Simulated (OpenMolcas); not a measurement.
**CH6Ge (methyl germane): RI-MP2/def2-TZVPP (RICD fitting)**

Aim: a single-point energy of CH6Ge (methyl germane). 

The calculation is run with OpenMolcas 26.06.

6 further runs of the same task are left out: 6 set aside as unsound or not needed.

**1. The structure to begin with**

CH6Ge has 8 atoms, charge 0, and is taken as a singlet. As SMILES, `[CH3][GeH3]`. Geometry: relaxed at PBE0-D4/def2-TZVP.

Bond lengths: C1–Ge2 1.953 Å, C1–H3 1.090 Å, C1–H4 1.090 Å, C1–H5 1.091 Å, Ge2–H6 1.539 Å, Ge2–H7 1.539 Å, Ge2–H8 1.539 Å. Some angles: C1–Ge2–H6 110.4°, C1–Ge2–H7 110.4°, C1–Ge2–H8 110.4°, Ge2–C1–H3 110.3°, Ge2–C1–H4 110.3°, Ge2–C1–H5 110.3°, H6–Ge2–H7 108.5°, H6–Ge2–H8 108.5°, H7–Ge2–H8 108.5°, H3–C1–H4 108.6°.

**2. A single-point energy at RI-MP2/def2-TZVPP (RICD fitting)**

File input.xyz:

```xyz
8

C     -0.310900     0.190300    -0.971400
Ge     0.296900    -0.181900     0.846700
H     -1.380100     0.404200    -0.976500
H      0.218800     1.052200    -1.378400
H     -0.124600    -0.669400    -1.616000
H      0.030700     1.028200     1.760100
H      1.807100    -0.479600     0.857700
H     -0.445700    -1.401200     1.422100
```

File job.inp:

```
&gateway
baslib=$CurrDir
coord=input.xyz
basis=def2-TZVPP
group=NoSym
ricd
&seward
&scf
prorbitals=1 1
&mbpt2
frozen=5
```

The basis set def2-TZVPP is read from a file made from the Basis Set Exchange's data (not shown).

Launch:

```
$ export MOLCAS_MEM=1860
$ pymolcas job.inp > job.log
```

Standard output:

```text
--- Start Module: gateway ---
[...]
--- Stop Module: gateway /rc=_RC_ALL_IS_WELL_ ---
[...]
      Basis functions          163
[...]
--- Start Module: scf ---
[...]
       Convergence after  10 Iterations
[...]
::    Total SCF energy                              -2116.7377128184
[...]
      Total spin, S                                     0.0000000000
[...]
      Total electronic charge=   44.000000
      Total            charge=   -0.000000
[...]
      Dipole Moment (debye):
      Origin of the operator (angstrom)=    0.1992   -0.1221    0.5546
                   X= -2.1762E-01               Y=  1.3299E-01               Z= -6.5065E-01           Total=  6.9885E-01
      Quadrupole Moment (debye*angstrom):
[...]
--- Stop Module: scf /rc=_RC_ALL_IS_WELL_ ---
[...]
--- Start Module: mbpt2 ---
[...]
WARNING!
Default frozen orbitals as non valence orbitals is overwritten by user input.
Default values:  15
[...]
       Reference weight ( Cref**2 )         =        0.87336
::    Total MBPT2 energy                            -2117.3530196354
[...]
--- Stop Module: mbpt2 /rc=_RC_ALL_IS_WELL_ ---
[...]
```

Wall time 13 s (1 thread of Arm Neoverse V1, shared host); peak memory 0.13 GiB.

**3. Summary of results**

At RI-MP2/def2-TZVPP (RICD fitting), 5 core orbitals frozen:

| quantity | value |
| --- | --- |
| total energy | -2117.35302 Eh |
| dipole moment (mean-field density) | 0.70 D |
| HOMO energy (Hartree–Fock orbitals) | -11.92 eV |
| LUMO energy (Hartree–Fock orbitals) | 3.44 eV |
| HOMO–LUMO gap (Hartree–Fock orbitals) | 15.36 eV |
| correlation energy (5 core orbitals frozen) | -615.3 mEh |

In words: Mulliken charges of the mean-field density run from -0.37 on C1 to +0.38 on Ge2; they depend strongly on the basis.
